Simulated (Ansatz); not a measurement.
# Pb26S27 (Galena): the cost of one run

Program: Ansatz 0.2.0. Level of theory: DFT, PBE, plane-wave PAW, default files, scalar-relativistic, as far as a step names no other. These are calculated values, not measurements.

The COD entry's cell or inner coordinates are ideal or old and differ from later refinements, so a difference from it is no clean test against experiment.

1 further run of the same task is left out (it didn't finish).

### Step 1. Starting point

The structure is cubic, space group Fm-3m (No. 225). Conventional cell: a = 17.794 Å, b = 17.794 Å, c = 17.794 Å, α = 90.00°, β = 90.00°, γ = 90.00°. Pb (site symmetry mm2) has 6 S at 2.97 Å as nearest neighbours. Pb (site symmetry 3m) is surrounded by 6 S at 2.97 Å. Around Pb (site symmetry 4mm) lie 6 S at 2.97 Å. S (site symmetry 3m) is surrounded by 6 Pb at 2.97 Å. Around S (site symmetry 4mm) lie 5 Pb at 2.97 Å. S (site symmetry mm2) is surrounded by 6 Pb at 2.97 Å. S (site symmetry m-3m) is surrounded by 6 Pb at 2.97 Å.

As a file:

```xyz
53
Lattice="0.0000 8.8972 8.8972 8.8972 0.0000 8.8972 8.8972 8.8972 0.0000" Properties=species:S:1:pos:R:3 pbc="T T T"
Pb    2.9657    2.9657    0.0000
Pb    5.9315    5.9315    0.0000
Pb    2.9657    0.0000    2.9657
Pb    5.9315    2.9657    2.9657
Pb    8.8972    5.9315    2.9657
Pb    5.9315    0.0000    5.9315
Pb    8.8972    2.9657    5.9315
Pb   11.8630    5.9315    5.9315
Pb    0.0000    2.9657    2.9657
Pb    2.9657    5.9315    2.9657
Pb    5.9315    8.8972    2.9657
Pb    2.9657    2.9657    5.9315
Pb    5.9315    5.9315    5.9315
Pb    8.8972    8.8972    5.9315
Pb    5.9315    2.9657    8.8972
Pb    8.8972    5.9315    8.8972
Pb   11.8630    8.8972    8.8972
Pb    0.0000    5.9315    5.9315
Pb    2.9657    8.8972    5.9315
Pb    5.9315   11.8630    5.9315
Pb    2.9657    5.9315    8.8972
Pb    5.9315    8.8972    8.8972
Pb    8.8972   11.8630    8.8972
Pb    5.9315    5.9315   11.8630
Pb    8.8972    8.8972   11.8630
Pb   11.8630   11.8630   11.8630
S     2.9658    2.9658    2.9658
S     5.9315    5.9315    2.9658
S     8.8972    8.8972    2.9658
S     5.9315    2.9658    5.9315
S     8.8972    5.9315    5.9315
S    11.8630    8.8972    5.9315
S     8.8972    2.9658    8.8972
S    11.8630    5.9315    8.8972
S    14.8287    8.8972    8.8972
S     2.9658    5.9315    5.9315
S     5.9315    8.8972    5.9315
S     8.8972   11.8630    5.9315
S     5.9315    5.9315    8.8972
S     8.8972    8.8972    8.8972
S    11.8630   11.8630    8.8972
S     8.8972    5.9315   11.8630
S    11.8630    8.8972   11.8630
S    14.8287   11.8630   11.8630
S     2.9658    8.8972    8.8972
S     5.9315   11.8630    8.8972
S     8.8972   14.8287    8.8972
S     5.9315    8.8972   11.8630
S     8.8972   11.8630   11.8630
S    11.8630   14.8287   11.8630
S     8.8972    8.8972   14.8287
S    11.8630   11.8630   14.8287
S    14.8287   14.8287   14.8287
```

The vacant site is at (0.000, 0.000, 0.000) in fractional coordinates of the input's cell.

### Step 2. Single point at the given positions

The input, input.yaml:

```yaml
crystal:
  lattice:
    - [0.0, 8.89725, 8.89725]
    - [8.89725, 0.0, 8.89725]
    - [8.89725, 8.89725, 0.0]
  atoms:
    - { symbol: Pb, position: [0.0, 0.0, 0.3333333333] }
    - { symbol: Pb, position: [0.0, 0.0, 0.6666666667] }
    - { symbol: Pb, position: [0.0, 0.3333333333, 0.0] }
    - { symbol: Pb, position: [0.0, 0.3333333333, 0.3333333333] }
    - { symbol: Pb, position: [0.0, 0.3333333333, 0.6666666667] }
    - { symbol: Pb, position: [0.0, 0.6666666667, 0.0] }
    - { symbol: Pb, position: [0.0, 0.6666666667, 0.3333333333] }
    - { symbol: Pb, position: [0.0, 0.6666666667, 0.6666666667] }
    - { symbol: Pb, position: [0.3333333333, 0.0, 0.0] }
    - { symbol: Pb, position: [0.3333333333, 0.0, 0.3333333333] }
    - { symbol: Pb, position: [0.3333333333, 0.0, 0.6666666667] }
    - { symbol: Pb, position: [0.3333333333, 0.3333333333, 0.0] }
    - { symbol: Pb, position: [0.3333333333, 0.3333333333, 0.3333333333] }
    - { symbol: Pb, position: [0.3333333333, 0.3333333333, 0.6666666667] }
    - { symbol: Pb, position: [0.3333333333, 0.6666666667, 0.0] }
    - { symbol: Pb, position: [0.3333333333, 0.6666666667, 0.3333333333] }
    - { symbol: Pb, position: [0.3333333333, 0.6666666667, 0.6666666667] }
    - { symbol: Pb, position: [0.6666666667, 0.0, 0.0] }
    - { symbol: Pb, position: [0.6666666667, 0.0, 0.3333333333] }
    - { symbol: Pb, position: [0.6666666667, 0.0, 0.6666666667] }
    - { symbol: Pb, position: [0.6666666667, 0.3333333333, 0.0] }
    - { symbol: Pb, position: [0.6666666667, 0.3333333333, 0.3333333333] }
    - { symbol: Pb, position: [0.6666666667, 0.3333333333, 0.6666666667] }
    - { symbol: Pb, position: [0.6666666667, 0.6666666667, 0.0] }
    - { symbol: Pb, position: [0.6666666667, 0.6666666667, 0.3333333333] }
    - { symbol: Pb, position: [0.6666666667, 0.6666666667, 0.6666666667] }
    - { symbol: S, position: [0.1666666667, 0.1666666667, 0.1666666667] }
    - { symbol: S, position: [0.1666666667, 0.1666666667, 0.5] }
    - { symbol: S, position: [0.1666666667, 0.1666666667, 0.8333333333] }
    - { symbol: S, position: [0.1666666667, 0.5, 0.1666666667] }
    - { symbol: S, position: [0.1666666667, 0.5, 0.5] }
    - { symbol: S, position: [0.1666666667, 0.5, 0.8333333333] }
    - { symbol: S, position: [0.1666666667, 0.8333333333, 0.1666666667] }
    - { symbol: S, position: [0.1666666667, 0.8333333333, 0.5] }
    - { symbol: S, position: [0.1666666667, 0.8333333333, 0.8333333333] }
    - { symbol: S, position: [0.5, 0.1666666667, 0.1666666667] }
    - { symbol: S, position: [0.5, 0.1666666667, 0.5] }
    - { symbol: S, position: [0.5, 0.1666666667, 0.8333333333] }
    - { symbol: S, position: [0.5, 0.5, 0.1666666667] }
    - { symbol: S, position: [0.5, 0.5, 0.5] }
    - { symbol: S, position: [0.5, 0.5, 0.8333333333] }
    - { symbol: S, position: [0.5, 0.8333333333, 0.1666666667] }
    - { symbol: S, position: [0.5, 0.8333333333, 0.5] }
    - { symbol: S, position: [0.5, 0.8333333333, 0.8333333333] }
    - { symbol: S, position: [0.8333333333, 0.1666666667, 0.1666666667] }
    - { symbol: S, position: [0.8333333333, 0.1666666667, 0.5] }
    - { symbol: S, position: [0.8333333333, 0.1666666667, 0.8333333333] }
    - { symbol: S, position: [0.8333333333, 0.5, 0.1666666667] }
    - { symbol: S, position: [0.8333333333, 0.5, 0.5] }
    - { symbol: S, position: [0.8333333333, 0.5, 0.8333333333] }
    - { symbol: S, position: [0.8333333333, 0.8333333333, 0.1666666667] }
    - { symbol: S, position: [0.8333333333, 0.8333333333, 0.5] }
    - { symbol: S, position: [0.8333333333, 0.8333333333, 0.8333333333] }
total_charge: -2
kpoints:
  mp_grid: { grid: [2, 2, 2] }
scf:
  occupations: { method: fermi_dirac, width: 0.01 }
hamiltonian:
  xc: pbe
  pseudopotentials: { kind: paw }
output:
  forces: true
  stress: true
  populations: true
  efg: { quadrupole_moments_barn: { S: -0.0694 }, contact_densities: true }
```

Launch:

```console
$ ansatz run input.yaml --threads 4 --pin off --max-ram 8192MiB --backend cpu --events-out ev --progress --plain --runs-dir out
```

**Question.** How long does this run take on 4 threads of Arm Neoverse V2, shared host, and how much memory does it need?

About 47 s, with a peak of 6.1 GiB.
